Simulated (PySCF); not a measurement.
# C2H9PSi2: NMR shifts at several levels of theory, part 2 of 2

PySCF 2.14.0. Atoms count from 0. Earlier steps stand in the parts before.

## 8. Nuclear shieldings: KT2/pcSseg-1

Job settings and geometry (Å):

```
{"job": {"kind": "nmr", "xc": "KT2", "basis": "pcSseg-1", "pop": false}, "charge": 0, "multiplicity": 1}
Si    -1.816123     0.833882    -0.441956
C     -0.949133     0.201504     1.103806
C      0.159700    -0.561515     1.145605
Si     1.119836    -1.192091    -0.338092
P      2.786198     0.197670    -1.001009
H     -2.721430    -0.204708    -1.024387
H     -0.821985     1.236001    -1.483674
H     -2.637440     2.026932    -0.076366
H     -1.400159     0.498381     2.062228
H      0.557174    -0.836044     2.134155
H      1.753382    -2.502176     0.002624
H      0.202285    -1.382296    -1.502866
H      1.976795     1.367563    -0.862963
H      3.327415     0.309220     0.318397
```

With the program's defaults for keys left out, this is: GIAO KT2/pcSseg-1 NMR shielding, non-relativistic, gas phase.

Output:

```text
coarse grid: 12624 points
cycle   1  E = -1011.0918922405  dE =  1.101e-02  |g| = 3.822e-01  |ddm| = 3.320e+00
cycle   2  E = -1011.0453825901  dE =  4.651e-02  |g| = 5.456e-01  |ddm| = 1.044e+00
cycle   3  E = -1011.1314554616  dE = -8.607e-02  |g| = 8.192e-02  |ddm| = 7.193e-01
cycle   4  E = -1011.1334887965  dE = -2.033e-03  |g| = 2.937e-02  |ddm| = 1.765e-01
cycle   5  E = -1011.1337778216  dE = -2.890e-04  |g| = 6.115e-03  |ddm| = 5.496e-02
cycle   6  E = -1011.1337836335  dE = -5.812e-06  |g| = 4.832e-03  |ddm| = 1.117e-02
cycle   7  E = -1011.1337902180  dE = -6.585e-06  |g| = 8.947e-04  |ddm| = 4.738e-03
final grid: 106544 points
cycle   8  E = -1011.2041671697  dE = -1.246e-04  |g| = 1.934e-02  |ddm| = 3.497e-02
cycle   9  E = -1011.2040646403  dE =  1.025e-04  |g| = 2.378e-02  |ddm| = 4.225e-02
cycle  10  E = -1011.2042097946  dE = -1.452e-04  |g| = 6.666e-03  |ddm| = 3.619e-02
cycle  11  E = -1011.2042222316  dE = -1.244e-05  |g| = 2.168e-03  |ddm| = 9.300e-03
cycle  12  E = -1011.2042235891  dE = -1.358e-06  |g| = 3.438e-04  |ddm| = 2.134e-03
cycle  13  E = -1011.2042236248  dE = -3.568e-08  |g| = 5.478e-05  |ddm| = 4.908e-04
cycle  14  E = -1011.2042236258  dE = -1.009e-09  |g| = 1.712e-05  |ddm| = 1.325e-04
cycle  15  E = -1011.2042236259  dE = -1.203e-10  |g| = 3.350e-06  |ddm| = 3.713e-05
converged SCF energy = -1011.2042236259

GIAO shielding tensors (ppm)
atom      isotropic    diamagn.    paramagn.     s11        s22        s33       span
  0 Si     445.476     883.422    -437.946    426.054    436.180    474.196     48.142
  1 C       45.218     259.273    -214.056    -58.858     26.971    167.540    226.398
  2 C       34.196     260.640    -226.444    -76.867     17.671    161.783    238.650
  3 Si     418.535     884.578    -466.043    379.826    425.973    449.805     69.979
  4 P      586.503     968.702    -382.200    556.433    578.805    624.270     67.837
  5 H       26.855      28.839      -1.984     23.917     25.171     31.476      7.559
  6 H       26.882      30.357      -3.475     23.021     27.862     29.764      6.743
  7 H       27.119      28.636      -1.517     24.325     25.050     31.982      7.657
  8 H       24.467      30.481      -6.014     23.080     23.712     26.609      3.529
  9 H       24.172      31.297      -7.125     22.211     24.169     26.135      3.924
 10 H       26.738      28.994      -2.257     23.588     24.741     31.884      8.296
 11 H       26.470      30.313      -3.843     23.073     26.119     30.216      7.143
 12 H       29.405      30.850      -1.445     24.435     27.583     36.196     11.761
 13 H       29.423      29.598      -0.175     25.294     26.553     36.423     11.130
```

Run time: 18 s. Hardware: 1 thread of Arm Neoverse V2, shared host; peak memory 0.79 GiB.

This run: δ C2 149.0, C1 138.0, Si3 -57.5, Si0 -84.4, H9 7.01, H8 6.71 ppm.

## 9. Shielding tensors: KT3/pcSseg-1

The job, as its differences from that of step 8:

```diff
@@ -1,2 +1,2 @@
-{"job": {"kind": "nmr", "xc": "KT2", "basis": "pcSseg-1", "pop": false}, "charge": 0, "multiplicity": 1}
+{"job": {"kind": "nmr", "xc": "KT3", "basis": "pcSseg-1", "pop": false}, "charge": 0, "multiplicity": 1}
 Si    -1.816123     0.833882    -0.441956
```

With the program's defaults for keys left out, this is: GIAO KT3/pcSseg-1 NMR shielding, non-relativistic, gas phase.

Output:

```text
coarse grid: 12624 points
cycle   1  E = -1010.2909128570  dE = -1.122e-02  |g| = 3.944e-01  |ddm| = 3.343e+00
cycle   2  E = -1010.2416600453  dE =  4.925e-02  |g| = 5.630e-01  |ddm| = 1.106e+00
cycle   3  E = -1010.3341811539  dE = -9.252e-02  |g| = 7.969e-02  |ddm| = 7.585e-01
cycle   4  E = -1010.3361451965  dE = -1.964e-03  |g| = 2.910e-02  |ddm| = 1.712e-01
cycle   5  E = -1010.3364232442  dE = -2.780e-04  |g| = 7.161e-03  |ddm| = 5.347e-02
cycle   6  E = -1010.3364288459  dE = -5.602e-06  |g| = 6.101e-03  |ddm| = 1.162e-02
cycle   7  E = -1010.3364394608  dE = -1.061e-05  |g| = 7.765e-04  |ddm| = 5.904e-03
cycle   8  E = -1010.3364396697  dE = -2.088e-07  |g| = 2.115e-04  |ddm| = 1.541e-03
final grid: 106544 points
cycle   9  E = -1010.3973732323  dE = -1.425e-04  |g| = 1.586e-02  |ddm| = 3.448e-02
cycle  10  E = -1010.3973700415  dE =  3.191e-06  |g| = 1.064e-02  |ddm| = 1.646e-02
cycle  11  E = -1010.3973854005  dE = -1.536e-05  |g| = 4.429e-03  |ddm| = 1.445e-02
cycle  12  E = -1010.3973911888  dE = -5.788e-06  |g| = 9.070e-04  |ddm| = 5.581e-03
cycle  13  E = -1010.3973914184  dE = -2.296e-07  |g| = 2.924e-04  |ddm| = 1.119e-03
cycle  14  E = -1010.3973914415  dE = -2.313e-08  |g| = 6.791e-05  |ddm| = 3.227e-04
cycle  15  E = -1010.3973914430  dE = -1.526e-09  |g| = 1.535e-05  |ddm| = 1.342e-04
cycle  16  E = -1010.3973914431  dE = -9.618e-11  |g| = 2.897e-06  |ddm| = 3.359e-05
converged SCF energy = -1010.3973914431

GIAO shielding tensors (ppm)
atom      isotropic    diamagn.    paramagn.     s11        s22        s33       span
  0 Si     446.077     882.668    -436.590    426.514    438.351    473.367     46.853
  1 C       45.995     258.729    -212.734    -58.727     30.031    166.680    225.407
  2 C       35.939     260.102    -224.163    -75.159     21.535    161.441    236.601
  3 Si     419.248     883.800    -464.552    383.498    426.752    447.494     63.996
  4 P      580.135     968.553    -388.418    549.016    571.092    620.296     71.280
  5 H       27.156      29.113      -1.957     24.301     25.514     31.653      7.352
  6 H       27.205      30.729      -3.524     23.410     28.132     30.073      6.663
  7 H       27.426      28.891      -1.464     24.670     25.398     32.211      7.541
  8 H       24.605      30.747      -6.142     23.338     23.642     26.834      3.496
  9 H       24.328      31.561      -7.233     22.279     24.302     26.404      4.125
 10 H       27.069      29.193      -2.123     23.981     25.097     32.130      8.149
 11 H       26.823      30.643      -3.820     23.479     26.447     30.542      7.064
 12 H       29.621      31.246      -1.625     24.750     27.800     36.313     11.563
 13 H       29.673      29.919      -0.245     25.637     26.827     36.556     10.919
```

Wall time 19 s (1 thread of Arm Neoverse V2, shared host); peak memory 0.81 GiB.

Key values: δ C2 146.4, C1 136.3, Si3 -53.7, Si0 -80.6, H9 6.99, H8 6.72 ppm.

## 10. NMR shieldings: B97-D/pcSseg-1

The job, as its differences from that of step 9:

```diff
@@ -1,2 +1,2 @@
-{"job": {"kind": "nmr", "xc": "KT3", "basis": "pcSseg-1", "pop": false}, "charge": 0, "multiplicity": 1}
+{"job": {"kind": "nmr", "xc": "B97-D", "basis": "pcSseg-1", "pop": false}, "charge": 0, "multiplicity": 1}
 Si    -1.816123     0.833882    -0.441956
```

Level: GIAO B97-D/pcSseg-1 NMR shielding, non-relativistic, gas phase.

Output:

```text
coarse grid: 12624 points
cycle   1  E = -1001.7525499297  dE = -2.284e-02  |g| = 3.936e-01  |ddm| = 3.360e+00
cycle   2  E = -1001.6977457126  dE =  5.480e-02  |g| = 5.901e-01  |ddm| = 1.045e+00
cycle   3  E = -1001.7971993357  dE = -9.945e-02  |g| = 6.939e-02  |ddm| = 7.268e-01
cycle   4  E = -1001.7987692319  dE = -1.570e-03  |g| = 3.289e-02  |ddm| = 1.661e-01
cycle   5  E = -1001.7990925326  dE = -3.233e-04  |g| = 1.000e-02  |ddm| = 5.502e-02
cycle   6  E = -1001.7991064959  dE = -1.396e-05  |g| = 7.626e-03  |ddm| = 1.461e-02
cycle   7  E = -1001.7991229914  dE = -1.650e-05  |g| = 7.983e-04  |ddm| = 7.684e-03
cycle   8  E = -1001.7991232300  dE = -2.386e-07  |g| = 2.091e-04  |ddm| = 1.757e-03
final grid: 106544 points
cycle   9  E = -1001.8153610156  dE = -5.851e-05  |g| = 9.041e-03  |ddm| = 3.007e-02
cycle  10  E = -1001.8153420288  dE =  1.899e-05  |g| = 1.057e-02  |ddm| = 1.863e-02
cycle  11  E = -1001.8153719701  dE = -2.994e-05  |g| = 2.861e-03  |ddm| = 1.526e-02
cycle  12  E = -1001.8153743445  dE = -2.374e-06  |g| = 6.117e-04  |ddm| = 4.119e-03
cycle  13  E = -1001.8153744503  dE = -1.058e-07  |g| = 1.953e-04  |ddm| = 8.449e-04
cycle  14  E = -1001.8153744608  dE = -1.057e-08  |g| = 4.476e-05  |ddm| = 2.164e-04
cycle  15  E = -1001.8153744614  dE = -5.484e-10  |g| = 9.439e-06  |ddm| = 6.279e-05
converged SCF energy = -1001.8153744614

GIAO shielding tensors (ppm)
atom      isotropic    diamagn.    paramagn.     s11        s22        s33       span
  0 Si     428.421     881.361    -452.940    408.435    421.015    455.813     47.379
  1 C       36.533     258.360    -221.827    -72.927     17.406    165.121    238.048
  2 C       26.138     259.773    -233.635    -90.178      8.922    159.669    249.847
  3 Si     399.757     882.520    -482.763    363.267    408.009    427.995     64.729
  4 P      559.479     967.644    -408.165    526.305    550.246    601.886     75.581
  5 H       27.198      29.205      -2.007     24.373     25.584     31.636      7.263
  6 H       27.247      30.829      -3.582     23.465     28.209     30.067      6.602
  7 H       27.462      28.981      -1.519     24.711     25.469     32.206      7.495
  8 H       24.589      30.539      -5.950     23.328     23.587     26.851      3.523
  9 H       24.305      31.347      -7.041     21.989     24.382     26.545      4.556
 10 H       27.114      29.242      -2.128     24.071     25.155     32.115      8.044
 11 H       26.871      30.757      -3.885     23.542     26.541     30.531      6.989
 12 H       29.671      31.381      -1.711     24.869     27.899     36.244     11.375
 13 H       29.720      29.941      -0.221     25.755     26.932     36.472     10.716
```

Wall time 18 s (1 thread of Arm Neoverse V2, shared host); peak memory 0.79 GiB.

This run: δ C2 153.0, C1 142.6, Si3 -52.5, Si0 -81.2, H9 7.10, H8 6.82 ppm.

## 11. Nuclear shieldings: B3LYP/pcSseg-1

The job, as its differences from that of step 10:

```diff
@@ -1,2 +1,2 @@
-{"job": {"kind": "nmr", "xc": "B97-D", "basis": "pcSseg-1", "pop": false}, "charge": 0, "multiplicity": 1}
+{"job": {"kind": "nmr", "xc": "B3LYP", "basis": "pcSseg-1", "pop": false}, "charge": 0, "multiplicity": 1}
 Si    -1.816123     0.833882    -0.441956
```

With the program's defaults for keys left out, this is: GIAO B3LYP/pcSseg-1 NMR shielding, non-relativistic, gas phase.

Output:

```text
coarse grid: 12624 points
cycle   1  E = -1001.9012139635  dE = -8.473e-03  |g| = 3.377e-01  |ddm| = 3.305e+00
cycle   2  E = -1001.8881392164  dE =  1.307e-02  |g| = 3.991e-01  |ddm| = 6.920e-01
cycle   3  E = -1001.9315444501  dE = -4.341e-02  |g| = 4.151e-02  |ddm| = 4.343e-01
cycle   4  E = -1001.9320127554  dE = -4.683e-04  |g| = 2.000e-02  |ddm| = 8.573e-02
cycle   5  E = -1001.9321293837  dE = -1.166e-04  |g| = 4.928e-03  |ddm| = 3.169e-02
cycle   6  E = -1001.9321322433  dE = -2.860e-06  |g| = 3.527e-03  |ddm| = 6.658e-03
cycle   7  E = -1001.9321355220  dE = -3.279e-06  |g| = 2.944e-04  |ddm| = 3.112e-03
final grid: 106544 points
cycle   8  E = -1001.9609043409  dE = -9.943e-06  |g| = 3.349e-03  |ddm| = 1.681e-02
cycle   9  E = -1001.9609023913  dE =  1.950e-06  |g| = 4.158e-03  |ddm| = 7.561e-03
cycle  10  E = -1001.9609072639  dE = -4.873e-06  |g| = 4.557e-04  |ddm| = 4.605e-03
cycle  11  E = -1001.9609073116  dE = -4.769e-08  |g| = 1.424e-04  |ddm| = 6.191e-04
cycle  12  E = -1001.9609073161  dE = -4.527e-09  |g| = 5.826e-05  |ddm| = 1.611e-04
cycle  13  E = -1001.9609073170  dE = -8.899e-10  |g| = 1.247e-05  |ddm| = 6.706e-05
converged SCF energy = -1001.9609073170

GIAO shielding tensors (ppm)
atom      isotropic    diamagn.    paramagn.     s11        s22        s33       span
  0 Si     421.023     880.191    -459.168    400.727    413.719    448.624     47.897
  1 C       28.543     258.757    -230.214    -92.192     11.053    166.767    258.959
  2 C       18.200     260.234    -242.034   -108.873      2.125    161.349    270.223
  3 Si     391.271     881.301    -490.030    353.969    399.583    420.261     66.292
  4 P      558.136     966.872    -408.736    525.244    548.257    600.906     75.662
  5 H       27.184      29.032      -1.847     24.310     25.536     31.706      7.396
  6 H       27.228      30.591      -3.364     23.387     28.167     30.129      6.742
  7 H       27.428      28.824      -1.396     24.619     25.390     32.275      7.656
  8 H       24.534      30.528      -5.994     22.990     23.509     27.103      4.113
  9 H       24.276      31.335      -7.058     21.752     24.290     26.787      5.034
 10 H       27.097      29.102      -2.004     24.013     25.081     32.197      8.184
 11 H       26.856      30.531      -3.675     23.476     26.489     30.603      7.127
 12 H       29.726      31.433      -1.707     24.875     27.900     36.403     11.529
 13 H       29.765      30.027      -0.262     25.725     26.928     36.643     10.918
```

Wall time 13 s (1 thread of Arm Neoverse V2, shared host); peak memory 0.86 GiB.

This run: δ C2 161.0, C1 150.7, Si3 -53.4, Si0 -83.2, H9 7.11, H8 6.85 ppm.

## 12. Side by side: NMR shifts

Shifts (ppm) of some atoms, chosen among heavy atoms and hydrogens apart, means over like atoms, with basis size and wall time:

| run | C2 | C1 | H10 | H5 | Si3 | Si0 | P4 | functions | time |
| --- | --- | --- | --- | --- | --- | --- | --- | --- | --- |
| HF/pcSseg-1 | 159.3 | 152.5 | 4.19 | 3.95 | -47.7 | -71.3 | -247.1 | 151 | 5.6 s |
| LDA/pcSseg-1 | 167.0 | 155.0 | 4.82 | 4.43 | -61.1 | -92.3 | -292.4 | 151 | 15 s |
| PBE/pcSseg-1 | 158.9 | 148.0 | 4.60 | 4.26 | -57.5 | -86.3 | -271.4 | 151 | 18 s |
| BLYP/pcSseg-1 | 159.5 | 148.0 | 4.46 | 4.15 | -55.7 | -87.4 | -257.6 | 151 | 17 s |
| BP86/pcSseg-1 | 158.7 | 147.8 | 4.60 | 4.26 | -56.4 | -85.2 | -268.9 | 151 | 18 s |
| OPBE/pcSseg-1 | 151.2 | 142.1 | 4.55 | 4.21 | -54.2 | -79.0 | -265.5 | 151 | 19 s |
| KT2/pcSseg-1 | 149.0 | 138.0 | 4.58 | 4.23 | -57.5 | -84.4 | -261.1 | 151 | 18 s |
| KT3/pcSseg-1 | 146.4 | 136.3 | 4.37 | 4.06 | -53.7 | -80.6 | -247.8 | 151 | 19 s |
| B97-D/pcSseg-1 | 153.0 | 142.6 | 4.42 | 4.11 | -52.5 | -81.2 | -251.7 | 151 | 18 s |
| B3LYP/pcSseg-1 | 161.0 | 150.7 | 4.41 | 4.10 | -53.4 | -83.2 | -260.7 | 151 | 13 s |

## 13. Results

The summary covers parts 1 to 2.

```
                                                            quantity                             value
                                13C shifts against TMS (HF/pcSseg-1)                  159.3, 152.5 ppm
1H shifts against TMS (HF/pcSseg-1, means over atoms taken as alike)  7.02, 6.87, 4.19, 3.95, 1.58 ppm
                               29Si shifts against TMS (HF/pcSseg-1)                  -47.7, -71.3 ppm
                              31P shifts against H3PO4 (HF/pcSseg-1)                        -247.1 ppm
                                            range of the shift of P4              -292.4 to -247.1 ppm
```

Single values in the summary come from the first sound run of each kind (HF/pcSseg-1), which need not be the best level. Across the 10 runs the shift of P4 moves most, between -292.4 (LDA/pcSseg-1) and -247.1 ppm (HF/pcSseg-1).
